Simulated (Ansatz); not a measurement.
# CH₅BO₂Si: one species, many methods

Aim: compute CH₅BO₂Si with functionals from several rungs and with coupled cluster. The yardstick is the atomisation energy at the CCSD(T) limit.

Computed with Ansatz 0.2.0, Gaussian basis. Level: functionals in def2-TZVPP, the program's frozen cores in correlated methods.

Plan: PBE-D4, r2SCAN-D4, PBE0-D4, B3LYP-D4, ωB97X-V, ωB97M-V, B2PLYP; CCSD(T)/def2-TZVPP; MP2/def2-QZVPP; extrapolation to the limit.

## (1) Structure used throughout

All runs share one geometry, relaxed beforehand with PBE0-D4 in a triple-zeta def2 set.

10 atoms, charge 0, spin multiplicity 1.

Atoms are counted from 1 here; the program's logs count them from 0.

Bond lengths: C1–Si2 1.858 Å, C1–H6 1.091 Å, C1–H7 1.094 Å, C1–H8 1.093 Å, Si2–O3 1.740 Å, Si2–B4 1.888 Å, Si2–H9 1.486 Å, O3–B4 1.365 Å, B4–O5 1.342 Å, O5–H10 0.965 Å. Angles: Si2–C1–H6 111.2°, Si2–C1–H7 110.0°, Si2–C1–H8 110.5°, H6–C1–H7 108.4°, H6–C1–H8 108.9°, H7–C1–H8 107.7°, C1–Si2–O3 114.5°, C1–Si2–B4 126.8°, C1–Si2–H9 110.2°, O3–Si2–B4 44.0°, O3–Si2–H9 111.7°, B4–Si2–H9 123.0°, Si2–O3–B4 73.8°, Si2–B4–O3 62.2°, Si2–B4–O5 166.1°, O3–B4–O5 131.7°, B4–O5–H10 112.5°.

## (2) PBE-D4 (GGA)

The input, in.yaml:

```yaml
crystal:
  periodic: [false, false, false]
  atoms:
    - {symbol: C, position_ang: [-1.653642, -0.590537, 0.293852]}
    - {symbol: Si, position_ang: [0.040702, 0.046109, 0.713480]}
    - {symbol: O, position_ang: [1.315257, -0.581692, -0.290590]}
    - {symbol: B, position_ang: [1.305566, 0.768651, -0.487280]}
    - {symbol: O, position_ang: [2.055228, 1.562061, -1.267439]}
    - {symbol: H, position_ang: [-1.857589, -0.497892, -0.773761]}
    - {symbol: H, position_ang: [-2.412382, -0.023316, 0.840312]}
    - {symbol: H, position_ang: [-1.750851, -1.640459, 0.583316]}
    - {symbol: H, position_ang: [0.323410, -0.163228, 2.157502]}
    - {symbol: H, position_ang: [2.717501, 1.069203, -1.766493]}
basis:
  gaussian: {orbitals: def2-TZVPP}
hamiltonian: {xc: pbe, dispersion: d4}
output: {forces: true, orbitals: {seedname: orbitals}}
```

Started as:

```
ansatz run in.yaml --threads 4 --pin off --events-out ev --progress --plain --max-ram 10444MiB
```

The program printed (excerpt; [...] marks lines left out):

```text
Functional definition: PBE
  name "PBE"
  cite "Perdew, Burke & Ernzerhof, Phys. Rev. Lett. 77, 3865 (1996) doi:10.1103/PhysRevLett.77.3865"
  parent pbe
[...]
1234 factors; their error is unknown
[...]
mean field -13760.70114083 eV, -505.6964395871 hartree, gradient 3.4e-5 eV, S^2 0.000000; 0 other end points of the search recorded, 0 dependent functions left out
[...]
reference -13760.70118532 eV, -505.6964412222 hartree; 23, 23 occupied and 213, 213 virtual orbitals, 1234 factors
Total energy: -13760.88607776 eV, -505.7032358939 hartree
Atom 0 at    -1.653642    -0.590537     0.293852 Å, force     0.021612    -0.010770     0.000874 eV/Å
Atom 1 at     0.040702     0.046109     0.713480 Å, force    -0.315176     0.270052     0.263838 eV/Å
Atom 2 at     1.315257    -0.581692    -0.290590 Å, force     0.355296    -0.718970    -0.191779 eV/Å
Atom 3 at     1.305566     0.768651    -0.487280 Å, force    -0.158827     0.256892     0.104915 eV/Å
Atom 4 at     2.055228     1.562061    -1.267439 Å, force    -0.049010     0.559232    -0.045676 eV/Å
Atom 5 at    -1.857589    -0.497892    -0.773761 Å, force    -0.047224     0.018880    -0.201557 eV/Å
Atom 6 at    -2.412382    -0.023316     0.840312 Å, force    -0.147913     0.101470     0.100729 eV/Å
Atom 7 at    -1.750851    -1.640459     0.583316 Å, force    -0.033365    -0.205133     0.052624 eV/Å
Atom 8 at     0.323410    -0.163228     2.157502 Å, force     0.038133    -0.039107     0.172436 eV/Å
Atom 9 at     2.717501     1.069203    -1.766493 Å, force     0.336474    -0.232545    -0.256404 eV/Å
Dipole moment:    -0.160725    -0.127958    -0.047192 e Å
```

Wall time 2.1 s (4 threads of Arm Neoverse V1, shared host); peak memory 0.28 GiB.

Atomisation energy: 42.365 eV (free atoms -13718.522 eV, run apart). HOMO -5.69 eV, LUMO -1.14 eV.

## (3) r2SCAN-D4 (meta-GGA)

Changes to in.yaml since step 2:

```diff
@@ -15,3 +15,3 @@
   gaussian: {orbitals: def2-TZVPP}
-hamiltonian: {xc: pbe, dispersion: d4}
+hamiltonian: {xc: r2scan, dispersion: d4}
 output: {forces: true, orbitals: {seedname: orbitals}}
```

Same command.

The program printed (excerpt; [...] marks lines left out):

```text
Functional definition: r2SCAN
  name "r2SCAN"
  cite "Furness, Kaplan, Ning, Perdew & Sun, J. Phys. Chem. Lett. 11, 8208 (2020) doi:10.1021/acs.jpclett.0c02405"
  cite "Furness, Kaplan, Ning, Perdew & Sun, J. Phys. Chem. Lett. 11, 9248 (2020) doi:10.1021/acs.jpclett.0c03077"
  parent r2scan
[...]
1234 factors; their error is unknown
[...]
mean field -13767.91852814 eV, -505.9616736789 hartree, gradient 1.5e-5 eV, S^2 0.000000; 0 other end points of the search recorded, 0 dependent functions left out
[...]
reference -13767.91854120 eV, -505.9616741588 hartree; 23, 23 occupied and 213, 213 virtual orbitals, 1234 factors
Total energy: -13767.96361381 eV, -505.9633305467 hartree
Atom 0 at    -1.653642    -0.590537     0.293852 Å, force     0.007445    -0.006931     0.003090 eV/Å
Atom 1 at     0.040702     0.046109     0.713480 Å, force    -0.088672     0.077941     0.096461 eV/Å
Atom 2 at     1.315257    -0.581692    -0.290590 Å, force     0.083538    -0.267444    -0.037104 eV/Å
Atom 3 at     1.305566     0.768651    -0.487280 Å, force    -0.074025     0.141586     0.048388 eV/Å
Atom 4 at     2.055228     1.562061    -1.267439 Å, force     0.066025     0.113622    -0.074859 eV/Å
Atom 5 at    -1.857589    -0.497892    -0.773761 Å, force    -0.009766    -0.006379     0.025285 eV/Å
Atom 6 at    -2.412382    -0.023316     0.840312 Å, force     0.004801    -0.026361    -0.017391 eV/Å
Atom 7 at    -1.750851    -1.640459     0.583316 Å, force    -0.017704     0.013817    -0.009101 eV/Å
Atom 8 at     0.323410    -0.163228     2.157502 Å, force    -0.004613    -0.014519    -0.010162 eV/Å
Atom 9 at     2.717501     1.069203    -1.766493 Å, force     0.032972    -0.025334    -0.024607 eV/Å
Dipole moment:    -0.165208    -0.127516    -0.044786 e Å
```

Wall time 3.8 s (4 threads of Arm Neoverse V1, shared host); peak memory 0.3 GiB.

Atomisation energy: 41.784 eV (free atoms -13726.180 eV, run apart). HOMO -5.89 eV, LUMO -0.80 eV.

## (4) PBE0-D4 (hybrid)

Changes to in.yaml since step 3:

```diff
@@ -15,3 +15,3 @@
   gaussian: {orbitals: def2-TZVPP}
-hamiltonian: {xc: r2scan, dispersion: d4}
-output: {forces: true, orbitals: {seedname: orbitals}}
+hamiltonian: {xc: pbe0, dispersion: d4}
+output: {orbitals: {seedname: orbitals}}
```

The command is unchanged.

The program printed:

```text
Functional definition: PBE0
  name "PBE0"
  cite "Adamo & Barone, J. Chem. Phys. 110, 6158 (1999) doi:10.1063/1.478522"
  cite "Perdew, Burke & Ernzerhof, Phys. Rev. Lett. 77, 3865 (1996) doi:10.1103/PhysRevLett.77.3865"
  parent pbe
  parameter a = 0.25
  parameter kappa = 0.804
  parameter beta = 0.06672455060314922
  exchange = (1 - a)*pbe_x(kappa = kappa, mu = beta*pi^2/3) + a*exact_x
  correlation = pbe_c(beta = beta)
1237 factors; their error is unknown
mean field evaluation 1: about -13750.3807 eV, gradient 7.9e1 eV
mean field evaluation 2: about -13736.0082 eV, gradient 1.2e2 eV
mean field evaluation 4: about -13761.6126 eV, gradient 6.9e0 eV
mean field evaluation 8: about -13761.6976 eV, gradient 1.2e-1 eV
mean field evaluation 16: about -13761.7211 eV, gradient 1.2e-4 eV
mean field -13761.72110462 eV, -505.7339225653 hartree, gradient 2.3e-5 eV, S^2 0.000000; 0 other end points of the search recorded, 0 dependent functions left out
reference -13761.72113749 eV, -505.7339237733 hartree; 23, 23 occupied and 213, 213 virtual orbitals, 1237 factors
Total energy: -13761.87682835 eV, -505.7396453065 hartree
```

Wall time 2.3 s (4 threads of Arm Neoverse V1, shared host); peak memory 0.5 GiB.

Atomisation energy: 41.474 eV (free atoms -13720.403 eV, run apart). HOMO -6.87 eV, LUMO -0.28 eV.

## (5) B3LYP-D4 (hybrid)

B3LYP here takes the VWN-RPA correlation.

Changes to in.yaml since step 4:

```diff
@@ -15,3 +15,3 @@
   gaussian: {orbitals: def2-TZVPP}
-hamiltonian: {xc: pbe0, dispersion: d4}
-output: {orbitals: {seedname: orbitals}}
+hamiltonian: {xc: {name: B3LYP}, dispersion: d4}
+output: {forces: true, orbitals: {seedname: orbitals}}
```

Launched as before.

The program printed (excerpt; [...] marks lines left out):

```text
Functional definition: B3LYP
  name "B3LYP"
  cite "Stephens, Devlin, Chabalowski & Frisch, J. Phys. Chem. 98, 11623 (1994) doi:10.1021/j100096a001"
  cite "Becke, Phys. Rev. A 38, 3098 (1988) doi:10.1103/PhysRevA.38.3098"
  cite "Lee, Yang & Parr, Phys. Rev. B 37, 785 (1988) doi:10.1103/PhysRevB.37.785"
  cite "Vosko, Wilk & Nusair, Can. J. Phys. 58, 1200 (1980) doi:10.1139/p80-159"
[...]
1237 factors; their error is unknown
[...]
mean field -13772.47616261 eV, -506.1291636563 hartree, gradient 2.0e-5 eV, S^2 0.000000; 0 other end points of the search recorded, 0 dependent functions left out
[...]
reference -13772.47643759 eV, -506.1291737615 hartree; 23, 23 occupied and 213, 213 virtual orbitals, 1237 factors
Total energy: -13772.77511645 eV, -506.1401500074 hartree
Atom 0 at    -1.653642    -0.590537     0.293852 Å, force    -0.103461    -0.032102    -0.015918 eV/Å
Atom 1 at     0.040702     0.046109     0.713480 Å, force    -0.006930     0.029433     0.214543 eV/Å
Atom 2 at     1.315257    -0.581692    -0.290590 Å, force     0.073641    -0.103454    -0.053070 eV/Å
Atom 3 at     1.305566     0.768651    -0.487280 Å, force    -0.045304     0.020376     0.037847 eV/Å
Atom 4 at     2.055228     1.562061    -1.267439 Å, force     0.056576     0.063564    -0.058638 eV/Å
Atom 5 at    -1.857589    -0.497892    -0.773761 Å, force    -0.005178    -0.012650     0.054032 eV/Å
Atom 6 at    -2.412382    -0.023316     0.840312 Å, force     0.016674    -0.037460    -0.031698 eV/Å
Atom 7 at    -1.750851    -1.640459     0.583316 Å, force    -0.011931     0.044731    -0.022308 eV/Å
Atom 8 at     0.323410    -0.163228     2.157502 Å, force    -0.025641     0.013926    -0.078569 eV/Å
Atom 9 at     2.717501     1.069203    -1.766493 Å, force     0.051555     0.013636    -0.046221 eV/Å
Dipole moment:    -0.184212    -0.109622    -0.018592 e Å
```

Run time: 3.6 s. Hardware: 4 threads of Arm Neoverse V1, shared host; peak memory 0.58 GiB.

With the free atoms at this level, -13731.377 eV in sum, the atomisation energy is 41.398 eV. HOMO -6.69 eV, LUMO -0.53 eV.

## (6) ωB97X-V (range-separated)

Changes to in.yaml since step 5:

```diff
@@ -15,3 +15,3 @@
   gaussian: {orbitals: def2-TZVPP}
-hamiltonian: {xc: {name: B3LYP}, dispersion: d4}
-output: {forces: true, orbitals: {seedname: orbitals}}
+hamiltonian: {xc: {name: wB97X-V}}
+output: {orbitals: {seedname: orbitals}}
```

Same command.

The program printed (excerpt; [...] marks lines left out):

```text
Functional definition: wB97X-V
  name "wB97X-V"
  cite "Mardirossian & Head-Gordon, Phys. Chem. Chem. Phys. 16, 9904 (2014) doi:10.1039/C3CP54374A"
  cite "Becke, J. Chem. Phys. 107, 8554 (1997) doi:10.1063/1.475007"
  cite "Vydrov & Van Voorhis, J. Chem. Phys. 133, 244103 (2010) doi:10.1063/1.3521275"
[...]
      + integral(e_c_pw_opposite_spin*poly(b97_u_opposite, cos0, cos1)) + vv10(b, c)
1237 factors; their error is unknown
296 factors; integrals over basis functions are off by at most 8.4e-6 eV
[...]
mean field -13768.56567674 eV, -505.9854559514 hartree, gradient 1.9e-5 eV, S^2 0.000000; 0 other end points of the search recorded, 0 dependent functions left out
reference -13768.56567458 eV, -505.9854558719 hartree; 23, 23 occupied and 213, 213 virtual orbitals, 1237 factors
Total energy: -13768.56567458 eV, -505.9854558719 hartree
```

It took 6.5 s on 4 threads of Arm Neoverse V1, shared host; peak memory 0.63 GiB.

With the free atoms at this level, -13726.978 eV in sum, the atomisation energy is 41.587 eV. HOMO -9.20 eV, LUMO 1.73 eV.

## (7) ωB97M-V (range-separated)

Changes to in.yaml since step 6:

```diff
@@ -15,3 +15,3 @@
   gaussian: {orbitals: def2-TZVPP}
-hamiltonian: {xc: {name: wB97X-V}}
-output: {orbitals: {seedname: orbitals}}
+hamiltonian: {xc: {name: wB97M-V}}
+output: {forces: true, orbitals: {seedname: orbitals}}
```

Same command.

The program printed (excerpt; [...] marks lines left out):

```text
Functional definition: wB97M-V
  name "wB97M-V"
  cite "Mardirossian & Head-Gordon, J. Chem. Phys. 144, 214110 (2016) doi:10.1063/1.4952647"
  cite "Becke, J. Chem. Phys. 107, 8554 (1997) doi:10.1063/1.475007"
  cite "Vydrov & Van Voorhis, J. Chem. Phys. 133, 244103 (2010) doi:10.1063/1.3521275"
  # Of w^i u^j: cxij and so on, Table III.
[...]
  gx(w, u) = 1 - cx + cx01*u + cx10*w
  gss(w, u) = css00 + css04*u^4 + css10*w + css20*w^2 + css43*w^4*u^3
  gos(w, u) = cos00 + cos10*w + (cos20 + cos21*u)*w^2 + (cos60 + cos61*u)*w^6
[...]
      + integral(e_c_pw_mod_opposite_spin*gos(b97_w_opposite, b97_u_opposite)) + vv10(b, c)
1237 factors; their error is unknown
296 factors; integrals over basis functions are off by at most 8.4e-6 eV
[...]
Atom 0 at    -1.653642    -0.590537     0.293852 Å, force    -0.034342    -0.017952     0.005314 eV/Å
Atom 1 at     0.040702     0.046109     0.713480 Å, force     0.028763    -0.063611     0.139937 eV/Å
Atom 2 at     1.315257    -0.581692    -0.290590 Å, force    -0.010377    -0.077176     0.014377 eV/Å
Atom 3 at     1.305566     0.768651    -0.487280 Å, force    -0.139146    -0.010231     0.117937 eV/Å
Atom 4 at     2.055228     1.562061    -1.267439 Å, force     0.179842     0.078813    -0.166896 eV/Å
Atom 5 at    -1.857589    -0.497892    -0.773761 Å, force     0.015149    -0.005705     0.080285 eV/Å
Atom 6 at    -2.412382    -0.023316     0.840312 Å, force     0.046162    -0.045055    -0.041005 eV/Å
Atom 7 at    -1.750851    -1.640459     0.583316 Å, force     0.006489     0.084091    -0.023092 eV/Å
Atom 8 at     0.323410    -0.163228     2.157502 Å, force    -0.048376     0.024088    -0.161042 eV/Å
Atom 9 at     2.717501     1.069203    -1.766493 Å, force    -0.044165     0.032739     0.034185 eV/Å
Dipole moment:    -0.184215    -0.108226    -0.020276 e Å
```

Run time: 9.5 s. Hardware: 4 threads of Arm Neoverse V1, shared host; peak memory 0.75 GiB.

With the free atoms at this level, -13727.421 eV in sum, the atomisation energy is 41.684 eV. HOMO -9.03 eV, LUMO 1.42 eV.

## (8) B2PLYP (double hybrid)

Changes to in.yaml since step 7:

```diff
@@ -15,3 +15,2 @@
   gaussian: {orbitals: def2-TZVPP}
-hamiltonian: {xc: {name: wB97M-V}}
-output: {forces: true, orbitals: {seedname: orbitals}}
+hamiltonian: {xc: {name: B2PLYP}}
```

Same command.

The program printed (excerpt; [...] marks lines left out):

```text
Functional definition: B2PLYP
  name "B2PLYP"
  cite "Grimme, J. Chem. Phys. 124, 034108 (2006) doi:10.1063/1.2148954"
  cite "Becke, Phys. Rev. A 38, 3098 (1988) doi:10.1103/PhysRevA.38.3098"
  cite "Lee, Yang & Parr, Phys. Rev. B 37, 785 (1988) doi:10.1103/PhysRevB.37.785"
[...]
1413 factors; integrals over basis functions are off by at most 1.2e-3 eV
[...]
mean field -13756.47189871 eV, -505.5410178061 hartree, gradient 2.5e-6 eV, S^2 0.000000; 0 other end points of the search recorded, 0 dependent functions left out
9 core orbitals not correlated: weight in the atoms' cores, before any rotation towards them, 1.000 or more for the frozen orbitals, at most 0.000 for the correlated occupied ones
reference -13756.47207154 eV, -505.5410241574 hartree; 14, 14 occupied and 213, 213 virtual orbitals, 1413 factors
second order -28.41608993 eV of doubles, -0.00000000 eV of singles
Total energy: -13764.14441582 eV, -505.8229776091 hartree
```

It took 4.3 s on 4 threads of Arm Neoverse V1, shared host; peak memory 0.56 GiB.

Atomisation energy: 41.097 eV (free atoms -13723.047 eV, run apart).

## (9) Frontier levels by functional

Dipoles come from the runs that computed forces. Levels, from each run's orbital file:

```tsv
functional	HOMO (eV)	LUMO (eV)	gap (eV)	dipole (D)
PBE-D4	-5.69	-1.14	4.55	1.01
r2SCAN-D4	-5.89	-0.80	5.10	1.03
PBE0-D4	-6.87	-0.28	6.59	
B3LYP-D4	-6.69	-0.53	6.16	1.03
ωB97X-V	-9.20	1.73	10.93	
ωB97M-V	-9.03	1.42	10.45	1.03
```

## (10) CCSD(T) in def2-TZVPP

Changes to in.yaml since step 8:

```diff
@@ -15,2 +15,2 @@
   gaussian: {orbitals: def2-TZVPP}
-hamiltonian: {xc: {name: B2PLYP}}
+correlation: {method: ccsd_t}
```

The command is unchanged.

The program printed (excerpt; [...] marks lines left out):

```text
Functional definition: HF
  name "HF"
  cite "Fock, Z. Phys. 61, 126 (1930) doi:10.1007/BF01340294"
  parent pbe
[...]
1413 factors; integrals over basis functions are off by at most 1.2e-3 eV
[...]
mean field -13723.15840217 eV, -504.3167693889 hartree, gradient 2.1e-6 eV, S^2 0.000000; 0 other end points of the search recorded, 0 dependent functions left out
9 core orbitals not correlated: weight in the atoms' cores, before any rotation towards them, 1.000 or more for the frozen orbitals, at most 0.000 for the correlated occupied ones
reference -13723.15840217 eV, -504.3167693889 hartree; 14, 14 occupied and 213, 213 virtual orbitals, 1413 factors
second order -23.39993865 eV of doubles, -0.00000000 eV of singles
cycle   1  -23.50105961 eV  change   -1.0e-1 eV  update   1.1e-1
[...]
cycle  10  -24.19991795 eV  change    8.5e-6 eV  update   1.6e-5
perturbative correction -0.98106013 eV, -0.0360532948 hartree
Total energy: -13748.33938025 eV, -505.2421532649 hartree
```

Wall time 1.7 min (4 threads of Arm Neoverse V1, shared host); peak memory 4.4 GiB.

## (11) MP2 in def2-QZVPP

Changes to in.yaml since step 10:

```diff
@@ -14,3 +14,3 @@
 basis:
-  gaussian: {orbitals: def2-TZVPP}
-correlation: {method: ccsd_t}
+  gaussian: {orbitals: "def2-QZVPP.json"}
+correlation: {method: mp2}
```

The command is unchanged.

The program printed:

```text
Functional definition: HF
  name "HF"
  cite "Fock, Z. Phys. 61, 126 (1930) doi:10.1007/BF01340294"
  parent pbe
  exchange = exact_x
  correlation = 0
2696 factors; integrals over basis functions are off by at most 9.7e-4 eV
mean field evaluation 1: about -13717.7554 eV, gradient 5.3e1 eV
mean field evaluation 2: about -13717.8805 eV, gradient 5.3e1 eV
mean field evaluation 4: about -13723.5894 eV, gradient 5.1e0 eV
mean field evaluation 8: about -13723.6829 eV, gradient 4.9e-1 eV
mean field -13723.68371080 eV, -504.3360741250 hartree, gradient 2.1e-6 eV, S^2 0.000000; 0 other end points of the search recorded, 0 dependent functions left out
9 core orbitals not correlated: weight in the atoms' cores, before any rotation towards them, 1.000 or more for the frozen orbitals, at most 0.000 for the correlated occupied ones
reference -13723.68371080 eV, -504.3360741250 hartree; 14, 14 occupied and 425, 425 virtual orbitals, 2696 factors
second order -25.15465058 eV of doubles, -0.00000000 eV of singles
Total energy: -13748.83836138 eV, -505.2604904833 hartree
```

Run time: 17 s. Hardware: 4 threads of Arm Neoverse V1, shared host; peak memory 2.4 GiB.

The pieces so far (eV):

```tsv
basis	HF	MP2 correlation	CCSD correlation	(T)	total
def2-TZVPP	-13723.1584	-23.3999	-24.1999	-0.9811	-13748.3394
def2-QZVPP	-13723.6837	-25.1547			-13748.8384 (MP2)
```

The report of the def2-TZVPP run gives T1 = 0.0140.

## (12) The basis-set limit

No new run: Hartree-Fock is extrapolated as exp(−7.88√X) and correlation as X^−2.97, with X = 3 and 4; only MP2 was run in the larger set, so CCSD(T) minus MP2 is added from the smaller one.

```tsv
level	energy at the limit (eV)
HF	-13723.7561
MP2	-13750.2105
CCSD	-13751.0105
CCSD(T)	-13751.9915
```

## (13) All levels against the reference

Free atoms (1 C, 1 Si, 2 O, 1 B, 5 H) were run apart at each level; the atomisation energy is their sum less the molecule, without zero-point or spin-orbit terms.

Differences are taken before rounding.

```tsv
method	rung	atoms, summed (eV)	atomisation energy (eV)	from CCSD(T)/CBS (eV)	time
PBE-D4	GGA	-13718.522	42.365	+0.909	2.1 s
r2SCAN-D4	meta-GGA	-13726.180	41.784	+0.329	3.8 s
PBE0-D4	hybrid	-13720.403	41.474	+0.018	2.3 s
B3LYP-D4	hybrid	-13731.377	41.398	-0.057	3.6 s
ωB97X-V	range-separated	-13726.978	41.587	+0.132	6.5 s
ωB97M-V	range-separated	-13727.421	41.684	+0.228	9.5 s
B2PLYP	double hybrid	-13723.047	41.097	-0.358	4.3 s
HF/def2-TZVPP	wavefunction	-13692.931	30.227	-11.228	
MP2/def2-TZVPP	wavefunction	-13705.149	41.409	-0.046	
CCSD/def2-TZVPP	wavefunction	-13707.672	39.686	-1.769	
CCSD(T)/def2-TZVPP	wavefunction	-13707.986	40.354	-1.102	1.7 min
MP2/CBS	wavefunction	-13707.700	42.511	+1.055	
CCSD(T)/CBS	wavefunction	-13710.536	41.455	0	2 min
```

Among the levels timed on like hardware and quicker than the yardstick, those that no quicker one beats, quickest first: PBE-D4 (2.1 s, +0.909 eV); PBE0-D4 (2.3 s, +0.018 eV).

B2PLYP carry no dispersion term (for B3LYP, D4 adds 0.299 eV).

Times are those of the molecule's run; HF, MP2 and CCSD come out of the CCSD(T) runs, and the limit's time is the sum of the runs that it needs.

## (14) What came out

```
                               quantity                                 value
        atomisation energy, CCSD(T)/CBS                             41.455 eV
    functionals within 0.207 eV (0.5 %)            PBE0-D4, B3LYP-D4, ωB97X-V
                               farthest                    PBE-D4 (+0.909 eV)
             mean size of error, hybrid                              0.038 eV
    mean size of error, range-separated                              0.180 eV
              gap, smallest and largest  4.55 eV (PBE-D4), 10.93 eV (ωB97X-V)
                          T1 diagnostic                                0.0140
triples share of the correlation energy                                 3.9 %
```

What this shows: PBE-D4 is off by +0.909 eV. Double hybrids carry the basis error of their MP2 part in triple zeta, and no dispersion term here, so their miss is partly the set-up's. Misses under about 0.207 eV are within the doubt on the reference itself, which lacks core-valence correlation, relativity and higher excitations. Hartree-Fock recovers 73 % of the binding; the rest is correlation. Orbital gaps span 4.6 to 10.9 eV; exact exchange widens them.

PBE0-D4 reaches 0.018 eV from the reference in 2.3 s, where CCSD(T)/CBS took 2 min; the quickest level in the cost chart, PBE-D4, takes 2.1 s and misses by 0.909 eV.
